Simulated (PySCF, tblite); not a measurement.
# C₅H₁₁BF₂Si: geometry, infrared bands and NMR shifts

What infrared bands and NMR shifts should C₅H₁₁BF₂Si (`C=C[C@@H]([SiH3])[C@@H](C)B(F)F`) show?

Programs: tblite 0.8.0 and PySCF 2.14.0, with density-fitted response routines of our own. Each step states its level of theory. These are calculated values for one molecule in the gas phase, unless marked as measured. Atoms are numbered from 0 throughout.

### 1 The molecule as given

20 atoms, charge 0, multiplicity 1; geometry from: force field or distance geometry start.

Bonds of the start (Å): C0–C1 1.33, C1–C2 1.53, C2–Si3 1.88, C2–C4 1.54, C4–C5 1.54, C4–B6 1.60, B6–F7 1.44, B6–F8 1.45, C0–H9 1.09, C0–H10 1.09, C1–H11 1.07, C2–H12 1.12, Si3–H13 1.47, Si3–H14 1.47, Si3–H15 1.48, C4–H16 1.12, C5–H17 1.11, C5–H18 1.11, C5–H19 1.12.

### 2 Geometry optimisation with GFN2-xTB

What the job is given:

```
{"job": {"kind": "relax", "xc": "GFN2-xTB", "basis": "xTB"}, "charge": 0, "multiplicity": 1}
C     -2.409500     1.086900     0.287500
C     -1.469400     0.539200    -0.475700
C     -0.376300    -0.345400     0.126800
Si    -0.650100    -2.067500    -0.587000
C      1.027900     0.215900    -0.189700
C      1.182100     1.673900     0.266800
B      2.188100    -0.658800     0.485700
F      3.171100    -1.332400    -0.328300
F      2.241200    -0.810700     1.927600
H     -3.182300     1.711800    -0.167000
H     -2.453300     0.929300     1.360200
H     -1.473100     0.714800    -1.535600
H     -0.513700    -0.411400     1.237800
H     -0.437600    -2.051400    -2.036600
H     -2.025000    -2.506200    -0.284800
H      0.293700    -3.016600     0.049200
H      1.191200     0.193500    -1.294200
H      0.968300     1.761500     1.355800
H      0.496400     2.343800    -0.283500
H      2.225000     2.040400     0.082000
```

Command:

```bash
$ OMP_NUM_THREADS=1 python probes_run.py task.json out
```

The driver reads the jobs from task.json and runs them one after another.

**Question.** This job is followed by: GFN2-xTB harmonic vibrations, gas phase; GIAO PBE0/pcSseg-1 NMR shielding, non-relativistic, gas phase. What will the session give for the following? strongest single infrared mode (GFN2-xTB); zero-point energy (GFN2-xTB); ¹³C shifts against TMS (PBE0/pcSseg-1); ¹H shifts against TMS (PBE0/pcSseg-1, means over atoms taken as alike); ²⁹Si shifts against TMS (PBE0/pcSseg-1); ¹¹B shifts against BF3·OEt2 (PBE0/pcSseg-1); ¹⁹F shifts against CFCl3 (PBE0/pcSseg-1, means over atoms taken as alike).

**Answer**, as computed:

| quantity | value |
| --- | --- |
| strongest single infrared mode (GFN2-xTB) | 1274 cm⁻¹, 308 km/mol |
| zero-point energy (GFN2-xTB) | 92.5 kcal/mol |
| ¹³C shifts against TMS (PBE0/pcSseg-1) | 148.7, 123.2, 34.8, 25.5, 17.7 ppm |
| ¹H shifts against TMS (PBE0/pcSseg-1, means over atoms taken as alike) | 5.69, 5.51, 5.41, 3.79, 1.75, 1.16, 1.11 ppm |
| ²⁹Si shifts against TMS (PBE0/pcSseg-1) | -61.9 ppm |
| ¹¹B shifts against BF3·OEt2 (PBE0/pcSseg-1) | 28.0 ppm |
| ¹⁹F shifts against CFCl3 (PBE0/pcSseg-1, means over atoms taken as alike) | -72.7 ppm |

In words: The optimisation took 81 steps and gained 0.746 eV; among the close pairs (by a distance rule), B6–F8 changed most, from 1.451 to 1.318 Å. No mode is imaginary among the 54: a minimum at this level. The strongest single mode, at 1274 cm⁻¹, moves mainly B6. Unscaled tight-binding wavenumbers are off by several per cent, some by more. Its intensities can rank the bands wrongly. The most deshielded carbon is C1 (alkene CH), at 148.7 ppm: as expected for a trigonal carbon in a double bond. The most deshielded hydrogen is H11 (hydrogen on an alkene CH), at 5.69 ppm: a vinylic proton, deshielded by the sp2 carbon and the C=C anisotropy. At PBE0/pcSseg-1: Shielding is most anisotropic at F7, F8 (span 304 ppm, paramagnetic term -225 ppm).
